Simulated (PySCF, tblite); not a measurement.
# GeH8O4Si3, a fragment of a glass network (3-ring with tail): NMR shifts, core binding energies and electronic excitations, part 2 of 2

tblite 0.8.0 and PySCF 2.14.0. Atoms count from 0, parts from 1. Earlier steps stand in the parts before.

## (5) Core-electron binding energies: SCAN, X2C

Job settings and geometry (Å):

```
{"job": {"kind": "xps", "holes": 5}, "charge": 0, "multiplicity": 1}
Si    -2.613265     0.113513    -0.240278
O     -1.821855    -0.415353     1.130387
Ge    -0.128066    -0.599292     1.542238
O      0.659314     0.972142     1.373542
Si     1.514395     1.600995     0.091862
O      1.779589     0.374434    -0.997265
Si     1.496983    -1.263018    -1.020055
O      0.626586    -1.654097     0.343552
H     -2.226886     1.523170    -0.553477
H     -2.258977    -0.746512    -1.410390
H     -4.076800     0.036835     0.020663
H      0.003318    -1.150426     2.949839
H      2.814531     2.120422     0.590852
H      0.721380     2.667764    -0.573389
H      2.789627    -1.996122    -0.990691
H      0.708670    -1.595724    -2.235280
```

Level: delta-SCF UKS SCAN, pcX-2 on the ionised atom, pcseg-1 elsewhere, spin-free X2C.

Standard output:

```text
ground state, core basis on atom 0 (Si), 219 functions
  cycle   1  E = -3269.81948754  |g| = 1.35e+00
  cycle   2  E = -3268.83942214  |g| = 2.59e+00
  cycle   3  E = -3270.15547931  |g| = 1.81e-01
  cycle   4  E = -3270.15845967  |g| = 1.55e-01
  cycle   5  E = -3270.16289475  |g| = 3.55e-02
  cycle   6  E = -3270.16319044  |g| = 6.79e-03
  cycle   7  E = -3270.16319721  |g| = 4.91e-03
  cycle   8  E = -3270.16319997  |g| = 7.54e-04
  cycle   9  E = -3270.16319777  |g| = 1.41e-04
  E(ground) = -3270.36497848 Eh
hole in Si 2p of atom 0
  cycle   1  E = -3265.87173070  |g| = 1.23e+00
  cycle   2  E = -3264.50991490  |g| = 1.47e+00
  cycle   3  E = -3265.93214543  |g| = 6.71e-01
  cycle   4  E = -3266.15885567  |g| = 2.26e-01
  cycle   5  E = -3266.18158445  |g| = 1.50e-01
  cycle   6  E = -3266.18934218  |g| = 6.35e-02
  cycle   7  E = -3266.19081865  |g| = 1.67e-02
  cycle   8  E = -3266.19091394  |g| = 7.61e-03
  cycle   9  E = -3266.19093568  |g| = 2.11e-03
  cycle  10  E = -3266.19094109  |g| = 3.63e-04
  E(ion) = -3266.40407677 Eh   <S^2> = 0.7515   hole on atom = 1.003   binding energy = 107.782 eV
  2p3/2 = 107.535 eV   2p1/2 = 108.160 eV
ground state, core basis on atom 1 (O), 208 functions
  cycle   1  E = -3270.09899624  |g| = 1.15e-01
  cycle   2  E = -3270.09549330  |g| = 1.56e-01
  cycle   3  E = -3270.09946917  |g| = 5.50e-02
  cycle   4  E = -3270.09997207  |g| = 1.10e-02
  cycle   5  E = -3270.09999996  |g| = 3.98e-03
  cycle   6  E = -3270.10000523  |g| = 4.67e-04
  E(ground) = -3270.33940775 Eh
hole in O 1s of atom 1
  cycle   1  E = -3249.48912756  |g| = 2.24e+00
  cycle   2  E = -3248.57838101  |g| = 2.38e+00
  cycle   3  E = -3250.21034859  |g| = 5.49e-01
  cycle   4  E = -3250.26998361  |g| = 4.03e-01
  cycle   5  E = -3250.33186839  |g| = 1.19e-01
  cycle   6  E = -3250.33706991  |g| = 3.04e-02
  cycle   7  E = -3250.33735591  |g| = 1.64e-02
  cycle   8  E = -3250.33745636  |g| = 3.92e-03
  cycle   9  E = -3250.33746311  |g| = 6.60e-04
  cycle  10  E = -3250.33746386  |g| = 5.23e-04
  cycle  11  E = -3250.33746009  |g| = 2.70e-04
  E(ion) = -3250.57773835 Eh   <S^2> = 0.7631   hole on atom = 1.000   binding energy = 537.742 eV
ground state, core basis on atom 3 (O), 208 functions
  cycle   1  E = -3270.09517509  |g| = 1.71e-01
  cycle   2  E = -3270.08014120  |g| = 3.16e-01
  cycle   3  E = -3270.09879044  |g| = 3.71e-02
  cycle   4  E = -3270.09897437  |g| = 2.13e-02
  cycle   5  E = -3270.09905277  |g| = 4.14e-03
  cycle   6  E = -3270.09905377  |g| = 8.96e-04
  cycle   7  E = -3270.09905955  |g| = 3.72e-04
  E(ground) = -3270.33887539 Eh
hole in O 1s of atom 3
  cycle   1  E = -3249.48755920  |g| = 2.24e+00
  cycle   2  E = -3248.82444180  |g| = 2.32e+00
  cycle   3  E = -3250.20767962  |g| = 5.86e-01
  cycle   4  E = -3250.22303179  |g| = 5.31e-01
  cycle   5  E = -3250.33170879  |g| = 8.35e-02
  cycle   6  E = -3250.33302435  |g| = 6.02e-02
  cycle   7  E = -3250.33442181  |g| = 1.07e-02
  cycle   8  E = -3250.33445859  |g| = 6.14e-03
  cycle   9  E = -3250.33447147  |g| = 2.29e-03
  cycle  10  E = -3250.33447333  |g| = 5.67e-04
  cycle  11  E = -3250.33447386  |g| = 1.08e-04
  E(ion) = -3250.57640088 Eh   <S^2> = 0.7632   hole on atom = 1.000   binding energy = 537.764 eV
ground state, core basis on atom 4 (Si), 219 functions
  cycle   1  E = -3270.16929509  |g| = 3.14e-01
  cycle   2  E = -3270.16112459  |g| = 2.46e-01
  cycle   3  E = -3270.16379878  |g| = 2.09e-01
  cycle   4  E = -3270.17202754  |g| = 3.23e-02
  cycle   5  E = -3270.17220435  |g| = 9.93e-03
  cycle   6  E = -3270.17222409  |g| = 1.48e-03
  cycle   7  E = -3270.17222362  |g| = 7.07e-04
  cycle   8  E = -3270.17222279  |g| = 3.22e-04
  E(ground) = -3270.37365681 Eh
hole in Si 2p of atom 4
  cycle   1  E = -3265.86233306  |g| = 1.24e+00
  cycle   2  E = -3264.17325325  |g| = 1.63e+00
  cycle   3  E = -3265.89131093  |g| = 7.10e-01
  cycle   4  E = -3266.14459161  |g| = 2.52e-01
  cycle   5  E = -3266.17078077  |g| = 1.52e-01
  cycle   6  E = -3266.17896206  |g| = 5.87e-02
  cycle   7  E = -3266.18021555  |g| = 2.24e-02
  cycle   8  E = -3266.18039727  |g| = 6.55e-03
  cycle   9  E = -3266.18041647  |g| = 2.80e-03
  cycle  10  E = -3266.18042007  |g| = 6.15e-04
  cycle  11  E = -3266.18041760  |g| = 2.14e-04
  E(ion) = -3266.39350708 Eh   <S^2> = 0.7512   hole on atom = 1.003   binding energy = 108.305 eV
  2p3/2 = 108.045 eV   2p1/2 = 108.673 eV
ground state, core basis on atom 5 (O), 208 functions
  cycle   1  E = -3270.09828755  |g| = 1.12e-01
  cycle   2  E = -3270.09602003  |g| = 1.32e-01
  cycle   3  E = -3270.09863455  |g| = 5.41e-02
  cycle   4  E = -3270.09911424  |g| = 1.03e-02
  cycle   5  E = -3270.09913969  |g| = 3.82e-03
  cycle   6  E = -3270.09914087  |g| = 5.88e-04
  cycle   7  E = -3270.09914218  |g| = 3.03e-04
  E(ground) = -3270.33936188 Eh
hole in O 1s of atom 5
  cycle   1  E = -3249.49111018  |g| = 2.23e+00
  cycle   2  E = -3248.99113091  |g| = 2.23e+00
  cycle   3  E = -3250.24828830  |g| = 4.80e-01
  cycle   4  E = -3250.25431552  |g| = 4.28e-01
  cycle   5  E = -3250.32436063  |g| = 6.56e-02
  cycle   6  E = -3250.32533607  |g| = 4.15e-02
  cycle   7  E = -3250.32600290  |g| = 7.64e-03
  cycle   8  E = -3250.32602487  |g| = 1.68e-03
  cycle   9  E = -3250.32602850  |g| = 5.57e-04
  cycle  10  E = -3250.32602834  |g| = 1.80e-04
  E(ion) = -3250.56759039 Eh   <S^2> = 0.7620   hole on atom = 1.000   binding energy = 538.017 eV
```

It took 84 s on 1 thread of Arm Neoverse V1, shared host; peak memory 0.92 GiB.

Binding energies by hole, beside the orbital energy of the ground state; the difference holds orbital relaxation and, for a density functional, its self-interaction error:

```tsv
hole	stands for	environment	ΔSCF (eV; 2p as the shell's mean)	−ε (eV)	⟨S²⟩
Si2p on Si0	Si0	silicon bonded to O, 3 H	107.74	96.8	0.752
O1s on O1	O1	oxygen bonded to Ge, Si	537.74	516.8	0.763
O1s on O3	O3, O7	oxygen bonded to Ge, Si, in a 6-membered ring	537.76	516.8	0.763
Si2p on Si4	Si4, Si6	silicon bonded to 2 O, 2 H, in a 6-membered ring	108.25	97.3	0.751
O1s on O5	O5	oxygen bonded to 2 Si, in a 6-membered ring	538.02	516.8	0.762
```

Each hole run stands for the others of its class of like atoms.

With the spin-orbit splitting: Si0 2p3/2 107.54, 2p1/2 108.16 eV; Si4 2p3/2 108.05, 2p1/2 108.67 eV. The table gives each 2p level as the mean over the whole 2p shell (two parts 2p3/2, one part 2p1/2), which differs a little from the single hole in the log.

## (6) Excited states and response: CAM-B3LYP/def2-SVPD

Same as in step 5 but for these lines:

```diff
@@ -1,2 +1,2 @@
-{"job": {"kind": "xps", "holes": 5}, "charge": 0, "multiplicity": 1}
+{"job": {"kind": "uv", "xc": "CAM-B3LYP", "basis": "def2-SVPD", "nstates": 6, "ntriplets": 2, "ip": true}, "charge": 0, "multiplicity": 1}
 Si    -2.613265     0.113513    -0.240278
```

Level: TDDFT CAM-B3LYP/def2-SVPD, vertical, gas phase, core orbitals frozen in the response.

Standard output:

```text
coarse grid: 67152 points
cycle   1  E = -3250.4155876958  dE =  3.148e-01  |g| = 1.429e+00  |ddm| = 7.914e+00
cycle   2  E = -3250.1101294068  dE =  3.055e-01  |g| = 1.952e+00  |ddm| = 7.400e+00
cycle   3  E = -3250.7797176025  dE = -6.696e-01  |g| = 8.513e-02  |ddm| = 3.603e+00
cycle   4  E = -3250.7807185431  dE = -1.001e-03  |g| = 6.168e-02  |ddm| = 3.160e-01
cycle   5  E = -3250.7813120559  dE = -5.935e-04  |g| = 1.483e-02  |ddm| = 1.225e-01
cycle   6  E = -3250.7813539096  dE = -4.185e-05  |g| = 4.095e-03  |ddm| = 4.429e-02
cycle   7  E = -3250.7813565633  dE = -2.654e-06  |g| = 9.251e-04  |ddm| = 1.021e-02
final grid: 136624 points
cycle   8  E = -3250.7812719741  dE = -9.585e-08  |g| = 1.055e-03  |ddm| = 7.023e-03
cycle   9  E = -3250.7812717991  dE =  1.750e-07  |g| = 1.447e-03  |ddm| = 3.801e-03
cycle  10  E = -3250.7812721555  dE = -3.564e-07  |g| = 1.372e-04  |ddm| = 2.031e-03
cycle  11  E = -3250.7812721582  dE = -2.710e-09  |g| = 1.982e-05  |ddm| = 2.444e-04
cycle  12  E = -3250.7812721583  dE = -9.641e-11  |g| = 1.024e-05  |ddm| = 7.370e-05
converged SCF energy = -3250.7812721583

Static polarisability (au): isotropic 106.898, principal 102.216 104.363 114.116

Singlet excitations
state   eV       nm        f      main configurations
  1   7.4539    166.3   0.00165   H-1->L 0.68, H-2->L 0.12
  2   7.5124    165.0   0.00725   H->L 0.33, H->L+1 0.24, H->L+2 0.20
  3   7.6047    163.0   0.00761   H->L+1 0.42, H->L 0.28, H->L+4 0.08
  4   7.7117    160.8   0.00311   H-2->L 0.33, H->L+3 0.31, H-1->L+2 0.17
  5   7.8087    158.8   0.00675   H-3->L 0.60, H-3->L+2 0.10, H->L+2 0.09
  6   8.0779    153.5   0.00158   H-1->L+1 0.54, H-2->L+1 0.14

Triplet excitations (Tamm-Dancoff, eV): 7.0464 7.0989
Vertical ionisation energy (delta-SCF) = 10.6731 eV
```

Run time: 10 min. Hardware: 1 thread of Arm Neoverse V1, shared host; peak memory 1.8 GiB.

Frontier orbitals and where they lie:

```tsv
orbital	eV	atoms
HOMO−3	-10.64	O1 28 %, Si0 24 %, H10 18 %
HOMO−2	-10.61	Si0 15 %, O1 12 %, O3 12 %
HOMO−1	-10.22	O1 24 %, O7 12 %, O3 11 %
HOMO	-9.91	O5 19 %, Si4 13 %, Si6 13 %
LUMO	0.66	Si0 19 %, Ge2 16 %, O1 10 %
LUMO+1	0.88	Si6 17 %, Si4 17 %, Ge2 10 %
LUMO+2	1.14	Si0 18 %, Ge2 11 %, Si6 9 %
```

With each of the 6 states as a Gaussian band of 0.4 eV half-width at 1/e, the curve within the window shown has maxima at 162 nm (ε 990) L/(mol cm). Beyond the last state computed it falls off for lack of states. The curve at chosen wavelengths:

(nm, ε (L/mol/cm)): (148, 91), (149, 127), (151, 229), (152, 296), (153, 373), (154, 457), (156, 640), (157, 730), (158, 813), (160, 940), (161, 978), (162, 994), (163, 989), (165, 919), (166, 858), (167, 786), (168, 706), (170, 539), (171, 458), (172, 382), (174, 253), (175, 201), (176, 157), (177, 121), (179, 68), (180, 50)

Ground-state properties from the same run:

```tsv
property	computed
dipole moment (D)	0.37
polarisability (Å³)	15.84
HOMO–LUMO gap (eV)	10.57
−ε(HOMO) (eV)	9.91
```

## (7) What came out

The summary covers parts 1 to 2.

```
                                                                quantity                               value
                                                             point group                                  Cs
                                    rotational constants (main isotopes)                1.17, 0.70, 0.69 GHz
  1H shifts against TMS (PBE0/pcSseg-1, means over atoms taken as alike)    5.50, 5.29, 5.26, 5.23, 5.07 ppm
29Si shifts against TMS (PBE0/pcSseg-1, means over atoms taken as alike)                    -29.1, -35.3 ppm
 17O shifts against H2O (PBE0/pcSseg-1, means over atoms taken as alike)               102.4, 90.5, 60.4 ppm
                               73Ge shifts against GeMe4 (PBE0/pcSseg-1)                             -56 ppm
                                        O1s binding energies, SCAN/pcX-2  O5 538.02, O3 537.76, O1 537.74 eV
                                       Si2p binding energies, SCAN/pcX-2           Si4 108.25, Si0 107.74 eV
                                    lowest singlet (CAM-B3LYP/def2-SVPD)         7.45 eV (166 nm), f = 0.002
                                brightest single state of those computed         state 3, 7.60 eV, f = 0.008
                                                          lowest triplet                             7.05 eV
                                       vertical ionisation energy (ΔSCF)                            10.67 eV
```

What this shows: The start of the PBE0/def2-SVP relaxation was shaken at random by about 0.01 Å, so part of the energy gained, and of the first lengths quoted, undoes that. Relaxing lowered the energy by 0.570 eV in 9 steps; the close pair that moved most is O1–Ge2, from 1.692 to 1.753 Å (PBE0/def2-SVP). Hydrogens of an XH3 group are listed apart at this fixed geometry; free rotation makes them one line at their mean. At PBE0/pcSseg-1: The widest tensor belongs to O5: span 157 ppm, with a paramagnetic part of -159 ppm. At SCAN/pcX-2: The O1s levels kept as sound span 0.27 eV, from O1 (oxygen bonded to Ge, Si) up to O5 (oxygen bonded to 2 Si, in a 6-membered ring). At SCAN/pcX-2: Si4 (silicon bonded to 2 O, 2 H, in a 6-membered ring) binds its Si2p electron 0.51 eV more tightly than Si0 (silicon bonded to O, 3 H). The lowest singlet, at 7.45 eV, is HOMO−1→LUMO 0.68, HOMO−2→LUMO 0.12 and is weak; of the 6 states computed, the strongest absorption comes from state 3 at 7.60 eV. The lowest triplet lies 0.41 eV below the lowest singlet (triplets in Tamm-Dancoff, singlets in full TDDFT). The orbital energy would give 9.91 eV for ionisation, ΔSCF gives 10.67 eV. Spin-orbit coupling is left out, which matters for shieldings and couplings at and beside the heavy atoms. A capped cluster stands for the solid here, so long-range fields and strain are missing, and bands or shifts of the capping hydrogens have no counterpart in it.
